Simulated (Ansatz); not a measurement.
# CH₃AlClFSi: basis-set convergence

How large a basis does CH₃AlClFSi need? Two functionals are run in growing sets.

Program: Ansatz 0.2.0, Gaussian basis. Level of theory: one geometry, several basis sets. These are calculated values, not measurements.

The runs, in order: PBE0-D4/def2-SVP; ωB97M-V/def2-SVP; PBE0-D4/def2-QZVPP; ωB97M-V/def2-QZVPP; the functionals' def2-TZVPP values are taken from earlier runs.

### 1 Structure used throughout

All runs share one geometry, relaxed beforehand with PBE0-D4 in a triple-zeta def2 set.

SMILES `[F][Al]1[CH2][SiH]1Cl`, 8 atoms, charge 0, spin multiplicity 1.

Atoms are counted from 1 here; the program's logs count them from 0.

Bond lengths: F1–Al2 1.642 Å, Al2–C3 1.941 Å, Al2–Si4 2.314 Å, C3–Si4 1.905 Å, C3–H6 1.089 Å, C3–H7 1.108 Å, Si4–Cl5 2.061 Å, Si4–H8 1.486 Å. Angles: F1–Al2–C3 140.4°, F1–Al2–Si4 167.2°, C3–Al2–Si4 52.3°, Al2–C3–Si4 74.0°, Al2–C3–H6 140.9°, Al2–C3–H7 96.4°, Si4–C3–H6 123.3°, Si4–C3–H7 107.6°, H6–C3–H7 108.5°, Al2–Si4–C3 53.7°, Al2–Si4–Cl5 136.6°, Al2–Si4–H8 115.4°, C3–Si4–Cl5 119.3°, C3–Si4–H8 110.9°, Cl5–Si4–H8 106.9°.

### 2 PBE0-D4 in def2-SVP

in.yaml

```yaml
crystal:
  periodic: [false, false, false]
  atoms:
    - {symbol: F, position_ang: [-1.176762, -1.995017, 2.127377]}
    - {symbol: Al, position_ang: [-0.657258, -1.037435, 0.898657]}
    - {symbol: C, position_ang: [0.778401, 0.195304, 0.466493]}
    - {symbol: Si, position_ang: [-0.365179, 0.164548, -1.056514]}
    - {symbol: Cl, position_ang: [-1.051939, 1.944042, -1.837444]}
    - {symbol: H, position_ang: [1.864262, 0.236719, 0.397467]}
    - {symbol: H, position_ang: [0.436920, 1.018678, 1.123999]}
    - {symbol: H, position_ang: [0.263755, -0.583840, -2.175835]}
basis:
  gaussian: {orbitals: def2-SVP}
hamiltonian: {xc: pbe0, dispersion: d4}
output: {orbitals: {seedname: orbitals}}
```

On the command line:

```sh
> ansatz run in.yaml --threads 2 --pin off --events-out ev --progress --plain --max-ram 4352MiB
```

The runs that follow: ωB97M-V in def2-SVP; PBE0-D4 in def2-QZVPP; ωB97M-V in def2-QZVPP.

Before running them: what should the planned runs give, taken together? Wanted: PBE0-D4: double and triple zeta above quadruple; ωB97M-V: double and triple zeta above quadruple.

**Answer**, as computed:

| quantity | value |
| --- | --- |
| PBE0-D4: double and triple zeta above quadruple | 15.21, 1.05 eV |
| ωB97M-V: double and triple zeta above quadruple | 15.20, 1.00 eV |

What this shows: For PBE0-D4 the step from double to triple zeta gains 14.16 eV and the next only 1.05 eV. Total energies overstate the basis error of differences, where much of it tends to cancel.
